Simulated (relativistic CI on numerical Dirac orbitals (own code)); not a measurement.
# Ge VI (Ge⁵⁺): levels and lines, part 2 of 2

The task is the spectrum of Ge⁵⁺: levels, purity of their labels, lifetimes and lines; further runs change one setting each.

Calculated with an in-house relativistic CI code, version 3; Dirac-Coulomb-Breit CI, KLI orbitals optimised for each configuration. Earlier steps stand in the parts before.

**5. Slater integrals scaled by 1**

Settings, as recorded:

```ini
atom Ge  Z=32  charge=5  electrons=27
nucleus A=74  rms_radius_fm=4.0742
hamiltonian dirac-coulomb  breit=on  qed=on  c_scale=1
orbitals kli  potential=per-configuration
slater_scale 1
correlation p86
mixing on
configurations
  [Ar] 3d9
  [Ar] 3d8 4s
  [Ar] 3d8 4p
  [Ne] 3s2 3p5 3d10
  [Ar] 3d8 4d
  [Ar] 3d8 5s
  [Ar] 3d8 5p
  [Ar] 3d8 4f
  [Ar] 3d7 4s2
  [Ar] 3d8 5d
  [Ne] 3s 3p6 3d10
  [Ar] 3d8 5f
  [Ar] 3d8 5g
  [Ar] 3d7 4s 4p
  [Ar] 3d7 4p2
  [Ar] 3d7 4s 4d
end
```

Result record:

```text
status: converged
levels [i, E_cm, J2, conf, term, w_term, w_jj]:
  - [0, 0, 5, "3s2 3p6 3d9", "2D", 0.9991, 0.9991]
  - [1, 4500.6111, 3, "3s2 3p6 3d9", "2D", 0.9991, 0.9991]
  - [2, 301762.07, 9, "3s2 3p6 3d8 4s", "4F", 0.9968, 0.8322]
  - [3, 304315.36, 7, "3s2 3p6 3d8 4s", "4F", 0.9415, 0.5997]
  - [4, 306677.55, 5, "3s2 3p6 3d8 4s", "4F", 0.9755, 0.7802]
  - [5, 308241.82, 3, "3s2 3p6 3d8 4s", "4F", 0.9835, 0.5631]
  - [6, 311662.37, 7, "3s2 3p6 3d8 4s", "2F", 0.9395, 0.5592]
  - [7, 315655.07, 5, "3s2 3p6 3d8 4s", "2F", 0.9591, 0.5306]
  - [8, 329769.04, 5, "3s2 3p6 3d8 4s", "4P", 0.5176, 0.844]
  - [9, 331287.5, 3, "3s2 3p6 3d8 4s", "2D", 0.7553, 0.6966]
  - [10, 334665.16, 3, "3s2 3p6 3d8 4s", "4P", 0.8233, 0.8872]
  - [11, 334868.15, 1, "3s2 3p6 3d8 4s", "4P", 0.9923, 0.3634]
  - "... 188 more rows left out ..."
n_levels_all: 1330
total_energy [Ha]: -2090.5550857
configurations [conf, odd, states, E_av_cm, breit_Ha, qed_Ha, corr_Ha]:
  - ["3s2 3p6 3d9", 0, 10, 2480.8, 0.9482, 0.6379, -1.549]
  - ["3s2 3p6 3d8 4s", 0, 90, 326711, 0.9491, 0.6388, -1.513]
  - ["3s2 3p6 3d8 4p", 1, 270, 432333, 0.9491, 0.6381, -1.51]
  - ["3s2 3p5 3d10", 1, 6, 791883, 0.9427, 0.6378, -1.545]
  - ["3s2 3p6 3d8 4d", 0, 450, 584076, 0.9483, 0.6381, -1.508]
  - ["3s2 3p6 3d8 5s", 0, 90, 635215, 0.9485, 0.6384, -1.51]
  - ["3s2 3p6 3d8 5p", 1, 270, 675395, 0.9486, 0.6381, -1.508]
  - ["3s2 3p6 3d8 4f", 1, 630, 701365, 0.9482, 0.6381, -1.492]
  - ["3s2 3p6 3d7 4s2", 0, 120, 721776, 0.95, 0.6399, -1.492]
  - ["3s2 3p6 3d8 5d", 0, 450, 737370, 0.9482, 0.6381, -1.505]
  - ["3s 3p6 3d10", 0, 2, 1.26916e+06, 0.9437, 0.6331, -1.542]
  - ["3s2 3p6 3d8 5f", 1, 630, 791192, 0.9482, 0.6381, -1.492]
  - ["3s2 3p6 3d8 5g", 0, 810, 793576, 0.9482, 0.6381, -1.493]
  - ["3s2 3p6 3d7 4s 4p", 1, 1440, 818502, 0.9501, 0.6392, -1.489]
  - "... 2 more rows left out ..."
ionisation_energy [eV]: 115.243
```

Wall time 1.2 s (1 thread, shared host).

Shifts of the excitation energies against the main run, counted from its lowest level (cm⁻¹):

```csv
level,main run,shift
3d9 2D3/2,4479.2,+21.4
3d8 4s 4F9/2,304901,-3139.0
3d8 4s 4F7/2,307363,-3047.7
3d8 4s 4F5/2,309768,-3090.3
3d8 4s 4F3/2,311303,-3061.5
3d8 4s 2F7/2,313559,-1896.6
3d8 4s 2F5/2,317410,-1755.3
3d8 4s [3d5/2^4 4s] J=5/2,328835,+933.9
3d8 4s 2D3/2,330291,+996.6
3d8 4s 4P3/2,333604,+1061.6
3d8 4s 4P1/2,333730,+1137.9
3d8 4s 2D5/2,334232,+971.2
```

**6. Without the Breit term**

Settings: those of step 5 with these lines changed.

```diff
@@ -2,5 +2,5 @@
 nucleus A=74  rms_radius_fm=4.0742
-hamiltonian dirac-coulomb  breit=on  qed=on  c_scale=1
+hamiltonian dirac-coulomb  breit=off  qed=on  c_scale=1
 orbitals kli  potential=per-configuration
-slater_scale 1
+slater_scale 0.85
 correlation p86
```

Result record:

```text
status: converged
levels [i, E_cm, J2, conf, term, w_term, w_jj]:
  - [0, 0, 5, "3s2 3p6 3d9", "2D", 0.9993, 0.9993]
  - [1, 4761.5773, 3, "3s2 3p6 3d9", "2D", 0.9992, 0.9992]
  - [2, 304674.71, 9, "3s2 3p6 3d8 4s", "4F", 0.9959, 0.8403]
  - [3, 307215.92, 7, "3s2 3p6 3d8 4s", "4F", 0.9068, 0.5398]
  - [4, 309745.2, 5, "3s2 3p6 3d8 4s", "4F", 0.966, 0.7977]
  - [5, 311338.36, 3, "3s2 3p6 3d8 4s", "4F", 0.9731, 0.5307]
  - [6, 313424.82, 7, "3s2 3p6 3d8 4s", "2F", 0.9045, 0.6103]
  - [7, 317398.65, 5, "3s2 3p6 3d8 4s", "2F", 0.9372, 0.5201]
  - [8, 328512.24, 5, "3s2 3p6 3d8 4s", "4P", 0.5463, 0.808]
  - [9, 330017.05, 3, "3s2 3p6 3d8 4s", "2D", 0.6982, 0.7066]
  - [10, 333473.88, 3, "3s2 3p6 3d8 4s", "4P", 0.8022, 0.8739]
  - [11, 333549.55, 1, "3s2 3p6 3d8 4s", "4P", 0.9909, 0.3672]
  - "... 188 more rows left out ..."
n_levels_all: 1330
total_energy [Ha]: -2091.5032258
configurations [conf, odd, states, E_av_cm, breit_Ha, qed_Ha, corr_Ha]:
  - ["3s2 3p6 3d9", 0, 10, 2472.63, 0.9482, 0.6379, -1.549]
  - ["3s2 3p6 3d8 4s", 0, 90, 326506, 0.9491, 0.6388, -1.513]
  - ["3s2 3p6 3d8 4p", 1, 270, 432124, 0.9491, 0.6381, -1.51]
  - ["3s2 3p5 3d10", 1, 6, 793087, 0.9427, 0.6378, -1.545]
  - ["3s2 3p6 3d8 4d", 0, 450, 584048, 0.9483, 0.6381, -1.508]
  - ["3s2 3p6 3d8 5s", 0, 90, 635133, 0.9485, 0.6384, -1.51]
  - ["3s2 3p6 3d8 5p", 1, 270, 675303, 0.9486, 0.6381, -1.508]
  - ["3s2 3p6 3d8 4f", 1, 630, 701349, 0.9482, 0.6381, -1.492]
  - ["3s2 3p6 3d7 4s2", 0, 120, 721361, 0.95, 0.6399, -1.492]
  - ["3s2 3p6 3d8 5d", 0, 450, 737348, 0.9482, 0.6381, -1.505]
  - ["3s 3p6 3d10", 0, 2, 1.27015e+06, 0.9437, 0.6331, -1.542]
  - ["3s2 3p6 3d8 5f", 1, 630, 791176, 0.9482, 0.6381, -1.492]
  - ["3s2 3p6 3d8 5g", 0, 810, 793558, 0.9482, 0.6381, -1.493]
  - ["3s2 3p6 3d7 4s 4p", 1, 1440, 818080, 0.9501, 0.6392, -1.489]
  - "... 2 more rows left out ..."
ionisation_energy [eV]: 115.58
```

Wall time 0.96 s (1 thread, shared host).

Shifts of the excitation energies against the main run, counted from its lowest level (cm⁻¹):

```csv
level,main run,shift
3d9 2D3/2,4479.2,+282.4
3d8 4s 4F9/2,304901,-226.3
3d8 4s 4F7/2,307363,-147.1
3d8 4s 4F5/2,309768,-22.7
3d8 4s 4F3/2,311303,+35.0
3d8 4s 2F7/2,313559,-134.1
3d8 4s 2F5/2,317410,-11.7
3d8 4s [3d5/2^4 4s] J=5/2,328835,-322.9
3d8 4s 2D3/2,330291,-273.9
3d8 4s 4P3/2,333604,-129.7
3d8 4s 4P1/2,333730,-180.7
3d8 4s 2D5/2,334232,+70.1
```

**7. Non-relativistic limit (c × 1000)**

Settings: those of step 6 with these lines changed.

```diff
@@ -2,3 +2,3 @@
 nucleus A=74  rms_radius_fm=4.0742
-hamiltonian dirac-coulomb  breit=off  qed=on  c_scale=1
+hamiltonian dirac-coulomb  breit=off  qed=off  c_scale=1000
 orbitals kli  potential=per-configuration
```

Result record:

```text
status: converged
levels [i, E_cm, J2, conf, term, w_term, w_jj]:
  - [0, 0, 5, "3s2 3p6 3d9", "2D", 0.9993, 0.9993]
  - [1, 0.0047896307, 3, "3s2 3p6 3d9", "2D", 0.9993, 0.9993]
  - [2, 319272.75, 9, "3s2 3p6 3d8 4s", "4F", 0.9989, 0.7991]
  - [3, 319272.75, 7, "3s2 3p6 3d8 4s", "4F", 0.9989, 0.7991]
  - [4, 319272.76, 5, "3s2 3p6 3d8 4s", "4F", 0.9989, 0.6686]
  - [5, 319272.76, 3, "3s2 3p6 3d8 4s", "4F", 0.9989, 0.6712]
  - [6, 326135.14, 7, "3s2 3p6 3d8 4s", "2F", 0.9981, 0.5989]
  - [7, 326135.14, 5, "3s2 3p6 3d8 4s", "2F", 0.9981, 0.5855]
  - [8, 342520.62, 5, "3s2 3p6 3d8 4s", "2D", 0.9987, 0.4794]
  - [9, 342520.62, 3, "3s2 3p6 3d8 4s", "2D", 0.9987, 0.4794]
  - [10, 343689.46, 5, "3s2 3p6 3d8 4s", "4P", 0.9973, 0.5027]
  - [11, 343689.46, 3, "3s2 3p6 3d8 4s", "4P", 0.9973, 0.9149]
  - [12, 343689.46, 1, "3s2 3p6 3d8 4s", "4P", 0.9973, 0.3989]
  - [13, 350695.38, 3, "3s2 3p6 3d8 4s", "2P", 0.9974, 0.5852]
  - [14, 350695.38, 1, "3s2 3p6 3d8 4s", "2P", 0.9974, 0.6649]
  - [15, 353914.48, 9, "3s2 3p6 3d8 4s", "2G", 0.9981, 0.7985]
  - "... 184 more rows left out ..."
n_levels_all: 1330
total_energy [Ha]: -2070.0080456
configurations [conf, odd, states, E_av_cm, breit_Ha, qed_Ha, corr_Ha]:
  - ["3s2 3p6 3d9", 0, 10, 548.369, 0, 0, -1.547]
  - ["3s2 3p6 3d8 4s", 0, 90, 337901, 0, 0, -1.51]
  - ["3s2 3p6 3d8 4p", 1, 270, 438110, 0, 0, -1.507]
  - ["3s2 3p5 3d10", 1, 6, 773254, 0, 0, -1.542]
  - ["3s2 3p6 3d8 4d", 0, 450, 587580, 0, 0, -1.505]
  - ["3s2 3p6 3d8 5s", 0, 90, 641659, 0, 0, -1.507]
  - ["3s2 3p6 3d8 5p", 1, 270, 679991, 0, 0, -1.505]
  - ["3s2 3p6 3d8 4f", 1, 630, 705242, 0, 0, -1.489]
  - ["3s2 3p6 3d7 4s2", 0, 120, 747754, 0, 0, -1.488]
  - ["3s2 3p6 3d8 5d", 0, 450, 741082, 0, 0, -1.502]
  - ["3s 3p6 3d10", 0, 2, 1.21553e+06, 0, 0, -1.539]
  - ["3s2 3p6 3d8 5f", 1, 630, 795064, 0, 0, -1.49]
  - ["3s2 3p6 3d8 5g", 0, 810, 797457, 0, 0, -1.49]
  - ["3s2 3p6 3d7 4s 4p", 1, 1440, 838815, 0, 0, -1.486]
  - "... 2 more rows left out ..."
```

Run time: 0.8 s. Hardware: 1 thread, shared host.

How the levels moved (cm⁻¹, from the main run's lowest level): (levels that can't be paired are left out)

```csv
level,main run,shift
3d9 2D3/2,4479.2,-4479.2
3d8 4s 4F9/2,304901,+14371.7
3d8 4s 4F7/2,307363,+11909.7
3d8 4s 4F5/2,309768,+9504.9
3d8 4s 4F3/2,311303,+7969.4
3d8 4s 2F7/2,313559,+12576.2
3d8 4s 2F5/2,317410,+8724.8
3d8 4s 2D3/2,330291,+12229.7
3d8 4s 4P3/2,333604,+10085.9
3d8 4s 4P1/2,333730,+9959.2
```

**8. The runs side by side**

This closing draws on all 2 parts.

| run | time | mean size of shift, levels followed (cm⁻¹) | lowest level | ionisation energy (eV) | mean error to measured (cm⁻¹) |
| --- | --- | --- | --- | --- | --- |
| main run | 1.2 s | 0 | 3d9 2D5/2 | 115.58 | 788 |
| correlation estimate lda-sx | 1.2 s | 643 | 3d9 2D5/2 | 116.16 | 632 |
| Slater integrals scaled by 1 | 1.2 s | 1759 | 3d9 2D5/2 | 115.24 | 2104 |
| without the Breit term | 0.96 s | 153 | 3d9 2D5/2 | 115.58 | - |
| non-relativistic limit (c × 1000) | 0.8 s | 10181 | 3d9 2D5/2 | - | - |

The semi-empirical ionisation energy (NIST) is 115.9 eV.

**9. What came out**

| quantity | value |
| --- | --- |
| lowest level | 3d9 2D5/2 |
| first excitation | 3d9 2D3/2, 4479.2 cm⁻¹ |
| lowest level of the other parity | 3d8 4p 4D°7/2, 406220 cm⁻¹ |
| levels in the model | 1330 |
| fastest E1 line (by rate) to the lowest level among the lowest 200 of 1330 levels | 14.63 nm, from 3d8 4f 2F°7/2 + 4G° |
| ionisation energy | 115.58 eV |
| ionisation energy, semi-empirical (NIST) | 115.9 eV |
| mean error of paired levels | 788 cm⁻¹ over 41 |

What this shows: 3d9 2D5/2 comes out lowest; its LS label holds 100 % and its jj label 100 %; over the low levels the means are 88 and 71 %, so LS coupling describes them better. The ionisation energy from the two ground configurations alone is 0.27 % below the semi-empirical value. The largest mover is «non-relativistic limit (c × 1000)» (10181 cm⁻¹ on average). The run «correlation estimate lda-sx» comes nearer the measured levels than the main run (632 against 788 cm⁻¹). The scale of 0.85 was itself chosen against such measured levels. Lifetimes count radiative decay inside the model alone.
